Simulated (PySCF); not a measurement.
**A gas-phase reaction: BCl2H + CH4O → CH3BCl2O + H2**

What reaction energy should one expect for `ClBCl` + `CO` → `COB(Cl)Cl` + `[H][H]`?

Programs: PySCF 2.14.0. All values are calculated, for the isolated system unless a continuum is named. Atoms count from 0, parts from 1.

## Step 1: The system as given

Each species was relaxed by itself at PBE0-D3(BJ)/def2-SVPD.

## Step 2: Energies of the species: wB97M-D3(BJ)/def2-TZVPD

What the job is given:

```
{"job": {"kind": "react", "xc": "wB97M-D3(BJ)", "basis": "def2-TZVPD"}, "charge": 0, "multiplicity": 1}
-1 BCl2H charge 0 multiplicity 1
Cl     0.443430     1.219180    -1.145100
B     -0.040920     0.039200     0.041430
Cl    -0.215680    -1.635690    -0.404550
H     -0.259970     0.381710     1.167130

-1 CH4O charge 0 multiplicity 1
C     -0.335800     0.020120    -0.025580
O      0.963050    -0.231560    -0.498860
H     -1.032470    -0.253520    -0.828510
H     -0.496340     1.085320     0.216820
H     -0.584720    -0.586040     0.863090
H      1.602430    -0.005580     0.180030

+1 CH3BCl2O charge 0 multiplicity 1
C      0.182080    -0.896820    -0.464260
O     -0.450590     0.366740    -0.478880
B     -0.455960     1.270830     0.494650
Cl     0.368360     1.021680     2.042300
Cl    -1.319320     2.782670     0.235310
H     -0.584550    -1.668240    -0.612370
H      0.895170    -0.934560    -1.297800
H      0.708020    -1.072590     0.483320

+1 H2 charge 0 multiplicity 1
H      0.379860    -0.014890     0.010570
H     -0.379860     0.014890    -0.010570
```

With the program's defaults for keys left out, this is: wB97M-D3(BJ)/def2-TZVPD reaction energy of separated species, gas phase.

On the command line:

```sh
OMP_NUM_THREADS=1 python cluster_run.py task.json out
```

One launch serves the whole session: the jobs run in the order shown.

The log of the run:

```text
species 1 (BCl2H)
coarse grid: 20288 points
cycle   1  E = -946.0234689480  dE =  2.984e-01  |g| = 3.503e-01  |ddm| = 1.419e+00
cycle   2  E = -946.0388146908  dE = -1.535e-02  |g| = 3.345e-01  |ddm| = 5.271e-01
cycle   3  E = -946.0665150460  dE = -2.770e-02  |g| = 2.212e-02  |ddm| = 2.241e-01
cycle   4  E = -946.0667778122  dE = -2.628e-04  |g| = 6.048e-03  |ddm| = 3.477e-02
cycle   5  E = -946.0668085818  dE = -3.077e-05  |g| = 1.167e-03  |ddm| = 1.337e-02
cycle   6  E = -946.0668094479  dE = -8.661e-07  |g| = 5.007e-04  |ddm| = 2.082e-03
final grid: 40072 points
cycle   7  E = -946.0667188906  dE = -9.721e-08  |g| = 2.602e-04  |ddm| = 1.108e-03
cycle   8  E = -946.0667189055  dE = -1.491e-08  |g| = 1.674e-04  |ddm| = 3.377e-04
cycle   9  E = -946.0667189124  dE = -6.896e-09  |g| = 2.908e-05  |ddm| = 1.154e-04
cycle  10  E = -946.0667189129  dE = -5.541e-10  |g| = 1.678e-05  |ddm| = 5.159e-05
converged SCF energy = -946.0667189129

species 2 (CH4O)
coarse grid: 20248 points
cycle   1  E = -115.7313941168  dE =  7.120e-02  |g| = 5.636e-01  |ddm| = 1.531e+00
cycle   2  E = -115.7261912176  dE =  5.203e-03  |g| = 6.291e-01  |ddm| = 6.638e-01
cycle   3  E = -115.7900738784  dE = -6.388e-02  |g| = 2.853e-02  |ddm| = 2.810e-01
cycle   4  E = -115.7902321014  dE = -1.582e-04  |g| = 6.697e-03  |ddm| = 3.252e-02
cycle   5  E = -115.7902447137  dE = -1.261e-05  |g| = 1.490e-03  |ddm| = 1.018e-02
cycle   6  E = -115.7902453193  dE = -6.056e-07  |g| = 5.701e-04  |ddm| = 2.214e-03
final grid: 43904 points
cycle   7  E = -115.7902242582  dE = -7.072e-08  |g| = 4.619e-04  |ddm| = 1.884e-03
cycle   8  E = -115.7902242809  dE = -2.271e-08  |g| = 3.432e-04  |ddm| = 5.519e-04
cycle   9  E = -115.7902243065  dE = -2.562e-08  |g| = 1.466e-05  |ddm| = 2.024e-04
cycle  10  E = -115.7902243066  dE = -8.708e-11  |g| = 1.287e-05  |ddm| = 4.623e-05
converged SCF energy = -115.7902243066

species 3 (CH3BCl2O)
coarse grid: 35592 points
cycle   1  E = -1060.6378397607  dE =  7.425e-01  |g| = 6.382e-01  |ddm| = 2.222e+00
cycle   2  E = -1060.6435743420  dE = -5.735e-03  |g| = 7.043e-01  |ddm| = 1.118e+00
cycle   3  E = -1060.7278154469  dE = -8.424e-02  |g| = 5.873e-02  |ddm| = 4.505e-01
cycle   4  E = -1060.7285109439  dE = -6.955e-04  |g| = 3.410e-02  |ddm| = 9.013e-02
cycle   5  E = -1060.7287707621  dE = -2.598e-04  |g| = 5.387e-03  |ddm| = 3.206e-02
cycle   6  E = -1060.7287816715  dE = -1.091e-05  |g| = 1.893e-03  |ddm| = 9.130e-03
cycle   7  E = -1060.7287826938  dE = -1.022e-06  |g| = 4.991e-04  |ddm| = 2.354e-03
final grid: 73232 points
cycle   8  E = -1060.7286455984  dE = -1.485e-07  |g| = 3.881e-04  |ddm| = 5.000e-03
cycle   9  E = -1060.7286456185  dE = -2.007e-08  |g| = 3.207e-04  |ddm| = 8.099e-04
cycle  10  E = -1060.7286456415  dE = -2.308e-08  |g| = 2.869e-05  |ddm| = 2.283e-04
cycle  11  E = -1060.7286456422  dE = -7.033e-10  |g| = 1.652e-05  |ddm| = 1.076e-04
converged SCF energy = -1060.7286456422

species 4 (H2)
coarse grid: 4944 points
cycle   1  E = -1.1694184298  dE = -2.751e-01  |g| = 9.863e-03  |ddm| = 4.504e-01
cycle   2  E = -1.1694526685  dE = -3.424e-05  |g| = 1.161e-03  |ddm| = 9.676e-03
cycle   3  E = -1.1694533507  dE = -6.822e-07  |g| = 1.815e-04  |ddm| = 1.918e-03
final grid: 10744 points
cycle   4  E = -1.1694521788  dE = -2.401e-08  |g| = 4.110e-05  |ddm| = 3.866e-04
cycle   5  E = -1.1694521800  dE = -1.267e-09  |g| = 9.617e-06  |ddm| = 9.165e-05
cycle   6  E = -1.1694521801  dE = -7.509e-11  |g| = 3.020e-07  |ddm| = 2.869e-05
converged SCF energy = -1.1694521801

Reaction energy = -27.017 kcal/mol
```

Wall time 47 s (1 thread of Arm Neoverse N1, shared host); peak memory 0.78 GiB.

Species by species (with the dispersion term, which the log's SCF energies lack):

```
 ν    species  energy (Eh)  HOMO (eV)
-1      ClBCl   -946.07035     -11.64
-1         CO   -115.79380     -10.52
+1  COB(Cl)Cl  -1060.73754     -11.28
+1     [H][H]     -1.16967     -14.48
```

## Step 3: Reaction energy: PBE0-D3(BJ)/def2-TZVPD

The job, as its differences from that of step 2:

```diff
@@ -1,2 +1,2 @@
-{"job": {"kind": "react", "xc": "wB97M-D3(BJ)", "basis": "def2-TZVPD"}, "charge": 0, "multiplicity": 1}
+{"job": {"kind": "react", "xc": "PBE0", "basis": "def2-TZVPD", "disp": "d3bj"}, "charge": 0, "multiplicity": 1}
 -1 BCl2H charge 0 multiplicity 1
```

Level: PBE0-D3(BJ)/def2-TZVPD reaction energy of separated species, gas phase.

The log of the run:

```text
species 1 (BCl2H)
coarse grid: 4960 points
cycle   1  E = -945.6072230166  dE =  2.207e-01  |g| = 2.107e-01  |ddm| = 1.489e+00
cycle   2  E = -945.6026885904  dE =  4.534e-03  |g| = 2.586e-01  |ddm| = 3.947e-01
cycle   3  E = -945.6197441703  dE = -1.706e-02  |g| = 3.366e-02  |ddm| = 2.003e-01
cycle   4  E = -945.6199882703  dE = -2.441e-04  |g| = 1.307e-02  |ddm| = 2.929e-02
cycle   5  E = -945.6200280970  dE = -3.983e-05  |g| = 1.224e-03  |ddm| = 1.001e-02
cycle   6  E = -945.6200284795  dE = -3.826e-07  |g| = 3.953e-04  |ddm| = 1.343e-03
final grid: 40072 points
cycle   7  E = -945.6199238288  dE = -1.786e-05  |g| = 3.413e-03  |ddm| = 2.339e-02
cycle   8  E = -945.6199243554  dE = -5.265e-07  |g| = 2.533e-03  |ddm| = 4.466e-03
cycle   9  E = -945.6199257152  dE = -1.360e-06  |g| = 7.171e-04  |ddm| = 2.105e-03
cycle  10  E = -945.6199258422  dE = -1.270e-07  |g| = 1.193e-04  |ddm| = 5.114e-04
cycle  11  E = -945.6199258456  dE = -3.400e-09  |g| = 2.019e-05  |ddm| = 1.039e-04
cycle  12  E = -945.6199258457  dE = -1.087e-10  |g| = 6.346e-06  |ddm| = 1.969e-05
converged SCF energy = -945.6199258457

species 2 (CH4O)
coarse grid: 4656 points
cycle   1  E = -115.5793430803  dE =  6.208e-02  |g| = 5.865e-01  |ddm| = 1.556e+00
cycle   2  E = -115.4914196690  dE =  8.792e-02  |g| = 9.145e-01  |ddm| = 8.421e-01
cycle   3  E = -115.6419137220  dE = -1.505e-01  |g| = 4.542e-02  |ddm| = 4.751e-01
cycle   4  E = -115.6422414969  dE = -3.278e-04  |g| = 1.802e-02  |ddm| = 3.329e-02
cycle   5  E = -115.6423109387  dE = -6.944e-05  |g| = 4.968e-03  |ddm| = 1.211e-02
cycle   6  E = -115.6423162218  dE = -5.283e-06  |g| = 3.238e-04  |ddm| = 3.589e-03
final grid: 43904 points
cycle   7  E = -115.6393345581  dE = -2.506e-05  |g| = 6.959e-03  |ddm| = 6.128e-02
cycle   8  E = -115.6393275957  dE =  6.962e-06  |g| = 9.346e-03  |ddm| = 7.556e-03
cycle   9  E = -115.6393434572  dE = -1.586e-05  |g| = 8.560e-04  |ddm| = 4.324e-03
cycle  10  E = -115.6393435946  dE = -1.374e-07  |g| = 1.548e-04  |ddm| = 5.563e-04
cycle  11  E = -115.6393435997  dE = -5.111e-09  |g| = 1.652e-05  |ddm| = 9.436e-05
cycle  12  E = -115.6393435997  dE = -4.891e-11  |g| = 2.410e-06  |ddm| = 1.555e-05
converged SCF energy = -115.6393435997

species 3 (CH3BCl2O)
coarse grid: 8368 points
cycle   1  E = -1060.0729948649  dE =  5.809e-01  |g| = 5.694e-01  |ddm| = 2.330e+00
cycle   2  E = -1059.9806321207  dE =  9.236e-02  |g| = 9.213e-01  |ddm| = 1.123e+00
cycle   3  E = -1060.1312860943  dE = -1.507e-01  |g| = 9.050e-02  |ddm| = 6.007e-01
cycle   4  E = -1060.1328706917  dE = -1.585e-03  |g| = 3.639e-02  |ddm| = 1.087e-01
cycle   5  E = -1060.1331183926  dE = -2.477e-04  |g| = 9.414e-03  |ddm| = 3.602e-02
cycle   6  E = -1060.1331393271  dE = -2.093e-05  |g| = 2.831e-03  |ddm| = 9.570e-03
cycle   7  E = -1060.1331412888  dE = -1.962e-06  |g| = 4.026e-04  |ddm| = 2.610e-03
final grid: 73232 points
cycle   8  E = -1060.1320617331  dE = -4.492e-05  |g| = 8.627e-03  |ddm| = 1.037e-01
cycle   9  E = -1060.1320469362  dE =  1.480e-05  |g| = 1.267e-02  |ddm| = 1.180e-02
cycle  10  E = -1060.1320739394  dE = -2.700e-05  |g| = 1.350e-03  |ddm| = 7.297e-03
cycle  11  E = -1060.1320742856  dE = -3.462e-07  |g| = 2.913e-04  |ddm| = 1.160e-03
cycle  12  E = -1060.1320743047  dE = -1.910e-08  |g| = 6.382e-05  |ddm| = 2.585e-04
cycle  13  E = -1060.1320743054  dE = -7.390e-10  |g| = 2.316e-05  |ddm| = 7.362e-05
converged SCF energy = -1060.1320743054

species 4 (H2)
coarse grid: 1240 points
cycle   1  E = -1.1670632400  dE = -2.327e-01  |g| = 2.266e-02  |ddm| = 4.588e-01
cycle   2  E = -1.1672506988  dE = -1.875e-04  |g| = 3.233e-03  |ddm| = 1.897e-02
cycle   3  E = -1.1672551553  dE = -4.456e-06  |g| = 9.768e-05  |ddm| = 2.761e-03
final grid: 10744 points
cycle   4  E = -1.1681372316  dE = -1.923e-06  |g| = 2.734e-04  |ddm| = 1.564e-03
cycle   5  E = -1.1681372598  dE = -2.819e-08  |g| = 3.985e-05  |ddm| = 2.445e-04
cycle   6  E = -1.1681372604  dE = -6.299e-10  |g| = 1.251e-06  |ddm| = 3.096e-05
converged SCF energy = -1.1681372604

Reaction energy = -26.803 kcal/mol
```

It took 25 s on 1 thread of Arm Neoverse N1, shared host; peak memory 0.67 GiB.

Reaction energy at this level: -26.80 kcal/mol.

## Step 4: Comparing the runs

Energies in kcal/mol, with wall time:

```
                    run  reaction  time
wB97M-D3(BJ)/def2-TZVPD    -27.02  47 s
 PBE0-D3(BJ)/def2-TZVPD    -26.80  25 s
```

## Step 5: What came out

| quantity | value |
| --- | --- |
| reaction energy (wB97M-D3(BJ)/def2-TZVPD) | -27.02 kcal/mol |
| ΔH, ΔG at 298 K (xTB thermal terms) | -30.9, -28.3 kcal/mol |
| range of the reaction energy over the runs of this table | -27.02 to -26.80 kcal/mol |

In words: The reaction is exothermic by 30.9 kcal/mol in the gas phase; dispersion gives -1.19, and xTB itself gave -15.49 for the electronic energy (xTB energies and thermal terms come from the earlier relaxation of each species, not shown). No barrier was sought. xTB and this level differ widely in the electronic energy, so what comes from xTB (the thermal terms above all) is less safe here. The reaction energy runs from -27.02 (wB97M-D3(BJ)/def2-TZVPD) to -26.80 kcal/mol (PBE0-D3(BJ)/def2-TZVPD).
